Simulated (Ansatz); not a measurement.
# C2H7Al (SMILES [CH3][AlH][CH3]) at B3LYP/6-31G(d) (spherical functions)

What is the electronic atomisation energy of C2H7Al at B3LYP/6-31G* (spherical functions)? 

The results are computed with Ansatz 0.2.0.

36 further runs of the same task are left out: 36 set aside as unsound or not needed.

## Step 1: The molecule

C2H7Al has 10 atoms, charge 0, and is taken as a singlet. SMILES: `[CH3][AlH][CH3]`. The coordinates come from a PBE0-D4/def2-TZVP relaxation.

Bond lengths: C1–Al2 1.954 Å, Al2–C3 1.954 Å, C1–H4 1.095 Å, C1–H5 1.092 Å, C1–H6 1.096 Å, Al2–H7 1.595 Å, C3–H8 1.093 Å, C3–H9 1.095 Å, C3–H10 1.096 Å. Some angles: C1–Al2–C3 121.2°, C1–Al2–H7 120.2°, C3–Al2–H7 118.5°, Al2–C1–H4 111.1°, Al2–C1–H5 113.4°, Al2–C1–H6 110.4°, Al2–C3–H8 113.4°, Al2–C3–H9 111.0°, Al2–C3–H10 110.5°, H4–C1–H5 108.0°.

## Step 2: The energy at B3LYP/6-31G(d) (spherical functions)

job.yaml reads:

```yaml
crystal:
  periodic: [false, false, false]
  atoms:
    - {symbol: C, position_ang: [-1.219100, 0.923600, -0.783300]}
    - {symbol: Al, position_ang: [0.496800, 0.021800, -0.536400]}
    - {symbol: C, position_ang: [0.903900, -0.949000, 1.109700]}
    - {symbol: H, position_ang: [-2.054000, 0.233200, -0.621200]}
    - {symbol: H, position_ang: [-1.337000, 1.368500, -1.773800]}
    - {symbol: H, position_ang: [-1.340300, 1.723700, -0.043600]}
    - {symbol: H, position_ang: [1.605700, 0.078800, -1.681200]}
    - {symbol: H, position_ang: [0.069000, -0.980000, 1.814000]}
    - {symbol: H, position_ang: [1.201900, -1.980900, 0.894300]}
    - {symbol: H, position_ang: [1.756300, -0.490900, 1.624500]}
basis:
  gaussian: {orbitals: 6-31G_st_-spherical.json}
hamiltonian: {xc: {name: B3LYP}}
accuracy: high
output: {orbitals: {seedname: orbitals}}
```

The basis set 6-31G* is read from a file made from the Basis Set Exchange's data (not shown).

On the command line:

```sh
$ ansatz run job.yaml --threads 1 --pin off --max-ram 3480MiB --events-out events.jsonl --progress --plain --runs-dir runs
```

What it wrote:

```text
Warning: RAYON_NUM_THREADS=1 ignored (pool sized by the plan → 1); use --threads N
Functional definition: B3LYP
  name "B3LYP"
  parameter a0 = 0.2
  parameter ax = 0.72
  parameter ac = 0.81
  exchange = (1 - a0 - ax)*slater_x + ax*b88_x + a0*exact_x
  correlation = (1 - ac)*vwn_rpa_c + ac*lyp_c
1449 factors; integrals over basis functions are off by at most 3.8e-9 eV
mean field evaluation 1: about -8776.0251 eV, gradient 6.2e1 eV
mean field evaluation 2: about -8771.2694 eV, gradient 7.1e1 eV
mean field evaluation 4: about -8785.4243 eV, gradient 7.6e-1 eV
mean field evaluation 8: about -8785.4215 eV, gradient 2.3e-2 eV
mean field evaluation 16: about -8785.4215 eV, gradient 1.8e-7 eV
mean field -8785.42147228 eV, -322.8582841339 hartree, gradient 2.6e-8 eV, S^2 0.000000; 0 other end points of the search recorded, 0 dependent functions left out
reference -8785.42151396 eV, -322.8582856656 hartree; 16, 16 occupied and 44, 44 virtual orbitals, 1449 factors
Total energy: -8785.42151396 eV, -322.8582856656 hartree
```

Run time: 3.9 s. Hardware: 1 thread of Arm Neoverse V2, shared host; peak memory 0.18 GiB.

## Step 3: The Al atom at the same level

molecule.yaml reads:

```yaml
basis:
  gaussian:
    orbitals: 6-31G_st_-spherical.json
crystal:
  periodic: [false, false, false]
  atoms:
    - symbol: Al
      position_ang: [0.000000, 0.000000, 0.000000]
magnetization:
  spin_polarized: true
  initial_magnetization: 1
hamiltonian:
  xc: {name: B3LYP}
accuracy: high
```

The basis set 6-31G* is read from a file made from the Basis Set Exchange's data (not shown).

Run the same way, it converges to -242.36652 Eh (log not shown).

## Step 4: The C atom

in.yaml reads:

```yaml
crystal:
  periodic: [false, false, false]
  atoms:
    - {symbol: C, position_ang: [0.000000, 0.000000, 0.000000]}
basis:
  gaussian:
    orbitals: 6-31G_st_-spherical.json
hamiltonian:
  xc: {name: B3LYP}
magnetization:
  spin_polarized: true
  initial_magnetization: 2
accuracy: high
```

The basis set 6-31G* is read from a file made from the Basis Set Exchange's data (not shown).

Run the same way, it converges to -37.84469 Eh (log not shown).

## Step 5: The H atom

in.yaml reads:

```yaml
crystal:
  periodic: [false, false, false]
  atoms:
    - symbol: H
      position_ang: [0.000000, 0.000000, 0.000000]
basis:
  gaussian:
    orbitals: "6-31G*"
hamiltonian:
  xc: {name: B3LYP}
magnetization:
  spin_polarized: true
  initial_magnetization: 1
accuracy: high
```

Run the same way, it converges to -0.50027 Eh (log not shown).

## Step 6: Outcome

At B3LYP/6-31G* (spherical functions):

| quantity | value |
| --- | --- |
| molecule: total energy | -322.85829 Eh |
| molecule: HOMO energy | -7.30 eV |
| molecule: LUMO energy | -0.93 eV |
| molecule: HOMO–LUMO gap | 6.37 eV |
| Al atom: total energy | -242.36652 Eh |
| Al atom: ⟨S²⟩ | 0.752 |
| C atom: total energy | -37.84469 Eh |
| C atom: ⟨S²⟩ | 2.002 |
| H atom: total energy | -0.50027 Eh |
| H atom: ⟨S²⟩ | 0.750 |
| electronic atomisation energy | 35.387 eV |

In words: Taking the molecule apart into free atoms costs 35.39 eV (3414 kJ/mol), before zero-point energy and without spin-orbit coupling.
